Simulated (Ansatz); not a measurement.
Predict the output of the script below (the Ansatz DFT code, driven from Python).

Script `torsion_ch6clfsi2.py`:
```python
import ansatz as az
from ase import Atoms


def main() -> None:
    atoms = Atoms(["F", "Si", "Cl", "C", "Si", "H", "H", "H", "H", "H", "H"], positions=[
        (-0.3135, 0.0384, 2.2901),
        (0.7256, -0.3604, 1.1902),
        (1.6253, -2.0584, 1.8454),
        (-0.0252, -0.7163, -0.4083),
        (-0.7306, 0.8827, -1.0284),
        (1.784, 0.6978, 1.0783),
        (-0.8871, -1.444, -0.2706),
        (0.6413, -1.1425, -1.1313),
        (-1.7376, 1.4917, -0.0527),
        (0.3785, 1.8584, -1.1843),
        (-1.3953, 0.6955, -2.3078),
    ])

    first = (
        az.Crystal.molecule_from_ase(atoms).calculation()
        .basis(gaussian="def2-SVP")
        .functional("PBE0", dispersion="d4")
        .relax(force_tolerance=0.02, max_steps=80)
    )
    atoms.positions = first.run(threads=1, backend="cpu").report["positions_ang"]

    start = atoms.get_dihedral(4, 3, 1, 0)
    energies = {}
    for turn in range(0, 360, 30):
        turned = atoms.copy()
        turned.set_dihedral(4, 3, 1, 0, start + turn, indices=[0, 1, 2, 5])
        model = az.Crystal.molecule_from_ase(turned).calculation()
        model = model.basis(gaussian="def2-SVP")
        model = model.functional("PBE0", dispersion="d4")
        energies[round((start + turn) % 360)] = model.run(threads=1, backend="cpu").report["free_energy_ev"]
    floor = min(energies.values())
    print("dihedral Si4-C3-Si1-F0 (deg)   E - E(min) (kJ/mol)")
    for angle, e in sorted(energies.items()):
        print(f"{angle:8d} {96.485332 * (e - floor):14.3f}  " + "#" * int(30 * (e - floor) / max(max(energies.values()) - floor, 1e-9)))


if __name__ == "__main__":
    main()
```

```console
$ python torsion_ch6clfsi2.py
dihedral Si4-C3-Si1-F0 (deg)   E - E(min) (kJ/mol)
      13          2.455  ###########
      43          0.919  ####
      73          2.823  ############
     103          5.904  ##########################
     133          5.589  #########################
     163          2.355  ##########
     193          2.856  ############
     223          6.655  ##############################
     253          3.664  ################
     283          0.000
     313          1.182  #####
     343          3.810  #################
```

What to keep in mind:
- These settings explore the input space; basis and method may be short of convergence.
- The scan is rigid and the energies are electronic, in a modest basis. With rigid groups the curve can differ much from the relaxed path, the start wasn't checked as a minimum of this torsion, and equivalent turns needn't return to the same energy.
- Timing: 5.5 min on 1 thread of Arm Neoverse N1, with other jobs on the host, peak memory 0.33 GiB.
